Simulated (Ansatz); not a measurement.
From input file to script: RuS2, space group Pa-3 in Ansatz 0.2.0.

```yaml
crystal:
  lattice:
    - [5.6106, 0.0, 0.0]
    - [0.0, 5.6106, 0.0]
    - [0.0, 0.0, 5.6106]
  atoms:
    - { symbol: Ru, position: [0.0, 0.0, 0.0] }
    - { symbol: Ru, position: [0.5, 0.0, 0.5] }
    - { symbol: Ru, position: [0.5, 0.5, 0.0] }
    - { symbol: Ru, position: [0.0, 0.5, 0.5] }
    - { symbol: S, position: [0.38831, 0.38831, 0.38831] }
    - { symbol: S, position: [0.11169, 0.61169, 0.88831] }
    - { symbol: S, position: [0.88831, 0.11169, 0.61169] }
    - { symbol: S, position: [0.61169, 0.88831, 0.11169] }
    - { symbol: S, position: [0.61169, 0.61169, 0.61169] }
    - { symbol: S, position: [0.88831, 0.38831, 0.11169] }
    - { symbol: S, position: [0.11169, 0.88831, 0.38831] }
    - { symbol: S, position: [0.38831, 0.11169, 0.88831] }
kpoints:
  mp_grid: { grid: [4, 4, 4] }
hamiltonian:
  xc: lda
scf:
  occupations: { method: gaussian, width: 0.15 }
basis:
  ecutwfc: 470
output:
  stress: true
  eigenvalues: true
```

On the command line:
```console
$ ansatz run input.yaml --threads 1 --pin off --max-ram 3072MiB --backend cpu --events-out ev --progress --plain --runs-dir out
Engine: ansatz 0.2.0, aarch64-unknown-linux-gnu
Pseudopotentials: kind: paw
Pseudopotential: Ru, paw, valence charge 16, recommended cutoff 420 eV (normal), Ru.paw.azcp
Pseudopotential: S, paw, valence charge 6, recommended cutoff 420 eV (normal), S.paw.azcp
Functional definition: SPW92
  exchange = slater_x
  correlation = pw_c
Crystal: 12 atoms, lattice volume = 176.615 Å³
Basis set: ecut = 470 eV, 4067 PW (Γ)
Bands: 68, of which v1, the nominal top of the filled ones, is band 56 counted from 1 (55 counted from 0)
Symmetry: 24 space group operations
Space group: Pa-3 (ITA 205), of the structure as read, at distance tolerance 5.6e-5 Å
k-points: 11 of 64
Non-local potential: Ru, projectors of the file, l = 0: 3, l = 1: 2, l = 2: 2, l = 3: 1
Non-local potential: S, projectors of the file, l = 0: 2, l = 1: 2, l = 2: 2
PAW form: soft (Blöchl's): semilocal exchange-correlation on the pseudo side does not see the compensation charge
PAW frozen core: Ru, regenerated for the run's functional, and the local potential with it (the file was generated under x = pbe(κ = 0.804, μ = 0.2195149727645171), c = pbe(β = 0.06672455060314922))
PAW frozen core: S, regenerated for the run's functional, and the local potential with it (the file was generated under x = pbe(κ = 0.804, μ = 0.2195149727645171), c = pbe(β = 0.06672455060314922))
PAW one-centre angular grid: Ru, 590 points (default); XC on 64 Gauss nodes
PAW one-centre angular grid: S, 110 points (default); XC on 64 Gauss nodes
Initial density: superposition of atomic densities (neutral atoms: chi_scale 0, normalization atom), corrected by the library's trained network
Initial wavefunctions: pseudopotential atomic-orbital guess
Functional: x = slater, c = lda
SCF iter   1: F=—  HF=-29998.269479 eV  |F-HF|=—  |Δ(HF+E_count)|=         —  Δρ=6.47e-3  dr2=2.63e-2  ethr=1.77e-3  ⟨swp⟩=6.5  Hψ=2784  notcnv=0
preconditioner: auto → Resta (q_TF=auto, 2.529 Å⁻¹)  ε∞=10.2  [insulator: Δε(μ)=0.716 eV  Ē_g=8.248 eV  σ=0.150 eV  W_gap=1.00  n_scr=56 (ndim 8)  ℏωp=25.0 eV  f_vac=0.000  D(μ)=0.00/eV (n_scr^D=0)  ε∞_Penn≈10.2]
SCF iter   2: F=—  HF=-29998.267564 eV  |F-HF|=—  |Δ(HF+E_count)|=   1.91e-3  Δρ=3.73e-3  dr2=9.26e-3  ethr=2.35e-5  ⟨swp⟩=2.1  Hψ=1172  notcnv=0
SCF iter   3: F=—  HF=-29998.265844 eV  |F-HF|=—  |Δ(HF+E_count)|=   1.72e-3  Δρ=4.87e-4  dr2=3.88e-4  ethr=8.27e-6  ⟨swp⟩=2.0  Hψ=1156  notcnv=0
automatic band count: iteration 3 solves 65 bands in place of 68: the levels show a gap, and the empty bands left out lie too high to hold charge; the band table lists the bands solved (type scf.n_extra_bands for more)
SCF iter   4: F=—  HF=-29998.265774 eV  |F-HF|=—  |Δ(HF+E_count)|=   6.99e-5  Δρ=1.43e-4  dr2=3.55e-5  ethr=3.47e-7  ⟨swp⟩=2.2  Hψ=1124  notcnv=0
SCF iter   5: F=—  HF=-29998.265767 eV  |F-HF|=—  |Δ(HF+E_count)|=   7.01e-6  Δρ=3.27e-5  dr2=1.60e-6  ethr=3.17e-8  ⟨swp⟩=2.5  Hψ=1177  notcnv=0
SCF iter   6: F=-29998.265767 eV  HF=-29998.265767 eV  |F-HF|=1.02e-8  |Δ(HF+E_count)|=   2.28e-7  Δρ=3.96e-6  dr2=3.01e-8  ethr=8.93e-11  ⟨swp⟩=6.5  Hψ=3415  notcnv=0
SCF 1 converged in 6 iterations: F = -29998.265767 eV  dr2 = 3.01e-8
  greatest PAW one-centre occupation: 0.999 electrons in one spin orbital (limit 2), on the Ru atom at site 1 (counted from 0), in its partial waves of l = 0
SCF converged after 6 iterations
Free energy (F): -29998.265767 eV
Harris-Foulkes:  -29998.265767 eV  (|F-HF|=1.02e-8)
Internal energy: -29998.265738 eV  (E = F + TS)
E sigma→0 (E₀):  -29998.265753 eV
Entropy (-TS):   -0.000029 eV (-0.002 meV/atom)
Fermi energy:    13.532123 eV
--- Per-component energies (eV) ---
  E_band       = -516.084381
  E_kinetic    = 2937.110786
  E_local      = -8161.186888  (includes V_loc(G=0)·N_el)
  E_nonlocal   = 1631.725989
  E_hartree    = 2845.858215
  E_xc         = -1536.567523
  E_vxc        = -1668.888292  (∫ρ·V_xc dr)
  E_paw        = -17918.315753  (= ΣΔE_a)
  E_vpaw       = -946.573348  (= ΣTr[D̂ρ^β])
  E_aug_tail   = -0.000042  (compensation charges beyond the density's cutoff)
  E_ewald      = -9800.402842
  E_core_change = 3.512320  (= ΣΔE_core)
  E_smearing   = -0.000029  (= −TS)
  E_closure    = 0.000000  (closes the sum)
  Σ components = -29998.265767   (vs F -29998.265767, Δ=0.00e0)
--- Stress (GPa, compression-positive) ---
       -6.332273      -0.000000       0.000000
       -0.000000      -6.332273       0.000000
        0.000000       0.000000      -6.332273
  P = ⅓ Tr σ = -6.3323 GPa (-63.323 kbar)
--- Band table (eV; the first three rows and the last of 11) ---
  k-point 0: bands = ["-58.5131", "-58.5121", "-58.5121", "-58.5121", "-28.7072", "-28.7072", "-28.7072", "-28.6974", "-28.6974", "-28.6941", "-28.6941", "-28.6941", "-28.4844", "-28.4812", "-28.4812", "-28.4812", "-3.0240", "-1.5367", "-1.5367", "-1.5367", "1.3759", "1.3759", "1.3759", "2.3975", "6.3648", "6.3648", "6.3648", "7.9185", "7.9185", "7.9185", "8.2268", "8.2268", "8.2268", "8.4244", "8.7008", "8.7008", "8.7622", "8.7622", "9.0654", "9.0654", "9.0654", "10.6453", "10.6453", "10.6453", "11.4832", "11.4832", "11.4832", "12.3950", "12.3950", "12.4985", "12.4985", "12.4985", "12.6095", "12.6095", "12.6095", "12.9343", "13.8553", "15.7355", "15.7355", "15.7355", "15.8698", "15.8698", "15.8698", "18.0154", "18.0154"]
  k-point 1: bands = ["-58.5129", "-58.5122", "-58.5121", "-58.5121", "-28.7058", "-28.7058", "-28.7058", "-28.6989", "-28.6969", "-28.6955", "-28.6955", "-28.6946", "-28.4840", "-28.4817", "-28.4813", "-28.4813", "-2.8162", "-1.7475", "-1.4614", "-1.4575", "1.2835", "1.3434", "1.3764", "2.0497", "6.4009", "6.4389", "6.4790", "7.2862", "7.3379", "7.8712", "8.0186", "8.2779", "8.3426", "8.3896", "8.5637", "8.7009", "8.7105", "8.9159", "9.5183", "9.7888", "9.8270", "10.0775", "10.2870", "11.1937", "11.7245", "11.9053", "12.1030", "12.1519", "12.1976", "12.4614", "12.4620", "12.5645", "12.5832", "12.7001", "12.8856", "12.9975", "14.5092", "15.3331", "15.6029", "15.7464", "15.7838", "15.9253", "16.1973", "17.0013", "17.5173"]
  k-point 2: bands = ["-58.5126", "-58.5126", "-58.5121", "-58.5121", "-28.7039", "-28.7039", "-28.7023", "-28.7023", "-28.6974", "-28.6974", "-28.6958", "-28.6958", "-28.4829", "-28.4829", "-28.4814", "-28.4814", "-2.2892", "-2.2892", "-1.3759", "-1.3759", "1.2670", "1.2670", "1.5452", "1.5452", "6.3670", "6.3670", "6.6181", "6.6181", "7.4063", "7.4063", "8.3288", "8.3288", "8.3874", "8.3874", "8.7350", "8.7350", "9.2097", "9.2097", "9.4005", "9.4005", "10.2517", "10.2517", "10.6346", "10.6346", "11.7985", "11.7985", "12.1463", "12.1463", "12.5336", "12.5336", "12.7024", "12.7024", "12.8627", "12.8627", "13.1436", "13.1436", "15.1913", "15.1913", "15.4697", "15.4697", "16.3353", "16.3353", "16.4447", "16.4447", "16.4962"]
  k-point 10: bands = ["-58.5123", "-58.5123", "-58.5123", "-58.5123", "-28.7067", "-28.7067", "-28.7067", "-28.7067", "-28.6934", "-28.6934", "-28.6934", "-28.6934", "-28.4820", "-28.4820", "-28.4820", "-28.4820", "-1.5065", "-1.5065", "-1.5065", "-1.5065", "0.7260", "0.7260", "0.7260", "0.7260", "6.5101", "6.5101", "6.5101", "6.5101", "7.7990", "7.7990", "7.7990", "7.7990", "8.0748", "8.0748", "8.0748", "8.0748", "11.3142", "11.3142", "11.3142", "11.3142", "11.4720", "11.4720", "11.4720", "11.4720", "11.5573", "11.5573", "11.5573", "11.5573", "11.5887", "11.5887", "11.5887", "11.5887", "12.4677", "12.4677", "12.4677", "12.4677", "15.3741", "15.3741", "15.3741", "15.3741", "16.5733", "16.5733", "16.5733", "16.5733", "17.0604"]
```

`deck.py`:
```python
"""RuS2 from an input typed as a mapping."""

import json

import ansatz as az
import numpy as np

config = {
    "crystal": {
        "lattice": [[5.6106, 0.0, 0.0], [0.0, 5.6106, 0.0], [0.0, 0.0, 5.6106]],
        "atoms": [
            {"symbol": "Ru", "position": [0.0, 0.0, 0.0]},
            {"symbol": "Ru", "position": [0.5, 0.0, 0.5]},
            {"symbol": "Ru", "position": [0.5, 0.5, 0.0]},
            {"symbol": "Ru", "position": [0.0, 0.5, 0.5]},
            {"symbol": "S", "position": [0.38831, 0.38831, 0.38831]},
            {"symbol": "S", "position": [0.11169, 0.61169, 0.88831]},
            {"symbol": "S", "position": [0.88831, 0.11169, 0.61169]},
            {"symbol": "S", "position": [0.61169, 0.88831, 0.11169]},
            {"symbol": "S", "position": [0.61169, 0.61169, 0.61169]},
            {"symbol": "S", "position": [0.88831, 0.38831, 0.11169]},
            {"symbol": "S", "position": [0.11169, 0.88831, 0.38831]},
            {"symbol": "S", "position": [0.38831, 0.11169, 0.88831]},
        ],
    },
    "kpoints": {"mp_grid": {"grid": [4, 4, 4]}},
    "hamiltonian": {"xc": "lda"},
    "scf": {"occupations": {"method": "gaussian", "width": 0.15}},
    "basis": {"ecutwfc": 470},
    "output": {"stress": True, "eigenvalues": True},
}

out = az.Session.from_dict(config).plan(threads=1).execute()
report = out.report

for key in ("converged", "n_iterations", "n_electrons", "n_kpoints", "n_pw", "n_symmetry_ops", "free_energy_ev", "fermi_energy_ev"):
    print(f"{key:18s} {report[key]}")

# the stress is positive in compression
stress = np.array(report["stress_gpa"])
print(f"pressure {np.trace(stress) / 3:.3f} GPa")
print("stress tensor, GPa, positive in compression")
print(np.round(stress, 3) + 0.0)

edges = report.get("band_edges_ev")
if edges:
    print(f"band edges on the mesh: {edges[0]:.3f} and {edges[1]:.3f} eV, gap {edges[1] - edges[0]:.3f} eV")
else:
    print("no band edges reported (a metal, or a gap too narrow for this smearing); Fermi level", round(report["fermi_energy_ev"], 3), "eV")

keep = ["free_energy_ev", "energy_sigma0_ev", "fermi_energy_ev", "n_iterations", "converged", "magnetization_mub", "n_kpoints"]
with open("rus2.json", "w") as handle:
    json.dump({key: report[key] for key in keep}, handle, indent=1)

terms = report["components"]
print({name: round(terms[name], 3) for name in ("e_kinetic", "e_hartree", "e_xc", "e_local", "e_nonlocal")})
```

```console
$ python deck.py
converged          True
n_iterations       6
n_electrons        112.0
n_kpoints          11
n_pw               4067
n_symmetry_ops     24
free_energy_ev     -29998.26576693759
fermi_energy_ev    13.532123483625021
pressure -6.332 GPa
stress tensor, GPa, positive in compression
[[-6.332  0.     0.   ]
 [ 0.    -6.332  0.   ]
 [ 0.     0.    -6.332]]
no band edges reported (a metal, or a gap too narrow for this smearing); Fermi level 13.532 eV
{'e_kinetic': 2937.111, 'e_hartree': 2845.858, 'e_xc': -1536.568, 'e_local': -8161.187, 'e_nonlocal': 1631.726}
```

Caveats:
- Total energies depend on the potentials; only differences at equal settings carry meaning. A total without «per atom» is that of the cell as typed.
- The run is spin-unpolarised.
- Semilocal gaps usually lie well under measured ones.
- The energy terms are those on the plane-wave grid, with the one-centre PAW part apart; the terms shown are only some of the summands, so they needn't add up to F.
- An absolute Fermi energy rests on an arbitrary zero of the periodic potential and has no direct meaning.
- An opening on this mesh may only mean that it misses a point where bands touch.
- At these settings the cell as given stands under about -6 GPa, so it isn't at this functional's equilibrium volume.
- The structure is a deposited one; some such entries were measured under pressure or heat, so a shift against it needn't be the functional's error alone.
- Levels are Kohn-Sham eigenvalues on this mesh, without spin-orbit coupling.
- It ran for 7.6 s on 1 thread of Arm Neoverse V2 (shared host), peak memory 0.5 GiB.

(Lines on the test bed's own set-up are left out of the output.)
